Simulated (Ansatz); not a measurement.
**GaPNH (triplet): the correlation ladder at distance Ga1–N2 = 2.242 Å, cc-pVDZ**

The task here is to estimate one member of a computed series from the others.

Method: cc-pVDZ, core rule «outside noble gas», up to 20 orbitals frozen; program: Ansatz 0.2.0, Gaussian basis.

Plan: UHF; CCSD(T) on ROHF; CCSD(T) on UHF; BCCD(T) on ROHF; CISD; CCSDT(Q) on ROHF; CCSDT(Q) on UHF; CASSCF and MRCISD+Q, 4 electrons in 4 orbitals; CASSCF and NEVPT2, 4 electrons in 4 orbitals.

31 further runs of the same task are left out: 6 for a known fault of the program, 1 for a mislabelled method, 21 that didn't finish, 3 set aside as unsound or not needed.

## What is computed

The geometry derives from a PBE0/def2-TZVP stationary point (not a proven minimum). One bond is set to the value named and the two fragments are kept rigid. No spin-orbit coupling is included. The filled d shell of Ga may be among the frozen orbitals whatever the setting's name suggests; the logs give the count.

4 atoms, charge 0, spin multiplicity 3.

Atoms are counted from 1 here; the program's logs count them from 0.

Bond lengths: Ga1–N2 2.242 Å, Ga1–H4 1.580 Å, N2–P3 1.530 Å. Angles: N2–Ga1–H4 120.1°, Ga1–N2–P3 169.0°.

Set-up of the first run:

File in.yaml:

```yaml
crystal:
  periodic: [false, false, false]
  atoms:
    - {symbol: Ga, position_ang: [0.000006, -0.401820, 1.263115]}
    - {symbol: N, position_ang: [-0.000053, -0.168800, -0.966742]}
    - {symbol: P, position_ang: [0.000004, -0.304287, -2.490484]}
    - {symbol: H, position_ang: [0.000042, 0.874907, 2.194111]}
basis:
  gaussian: {orbitals: cc-pVDZ}
magnetization: {spin_polarized: true, initial_magnetization: 2}
hamiltonian: {xc: hf}
output: {orbitals: {seedname: orbitals}}
```

Launch:

```bash
$ ansatz run in.yaml --threads 1 --pin off --events-out ev --progress --plain --max-ram 2393MiB
```

Steps of the session up to this table: UHF; CCSD(T) on ROHF; CCSD(T) on UHF; BCCD(T) on ROHF; CISD; CCSDT(Q) on ROHF; CCSDT(Q) on UHF; CASSCF and MRCISD+Q, 4 electrons in 4 orbitals; CASSCF and NEVPT2, 4 electrons in 4 orbitals.

One table of the session follows, with a row left open; its other results are not shown here.

It belongs to the step «Misses and costs». 

| method | from RCCSDT(Q) (meV) |
| --- | --- |
| ROHF | +10092.6 |
| UHF | +9827.7 |
| RMP2 | +1193.2 |
| UMP2 | +2135.2 |
| RCCSD | +606.0 |
| UCCSD | +605.9 |
| RCCSD(T) | +108.4 |
| UCCSD(T) | +146.9 |
| BCCD(T) | +93.4 |
| RCCSDT | +70.7 |
| UCCSDT | +60.9 |
| RCCSDT(Q) | 0 |
| UCCSDT(Q) | -16.8 |
| CASSCF pair | +9265.4 |
| NEVPT2 pair | +1287.0 |
| MRCISD pair | +1559.6 |
| MRCISD+Q pair | ? |

Q: Estimate the row for MRCISD+Q pair from the others.

As computed: from RCCSDT(Q) (meV): +504.6. In the column «from RCCSDT(Q) (meV)» it lies between UCCSD(T) (+146.9) and UCCSD (+605.9).

Not comparable, so not listed: CISD (they don't share determinant, frozen orbitals or solution with the rows shown, or repeat one).

To keep in mind: The determinant is far from a pure spin state, so its energy mixes those of several spin states (harmless only where they are near-degenerate, as at dissociation). Warnings: spin contamination; coupled cluster took another determinant than the lowest; large T1 diagnostic. Restricted and unrestricted rows rest on different reference determinants; where their highest levels disagree by more than a few hundredths of an eV, they describe different states and don't form one ladder.
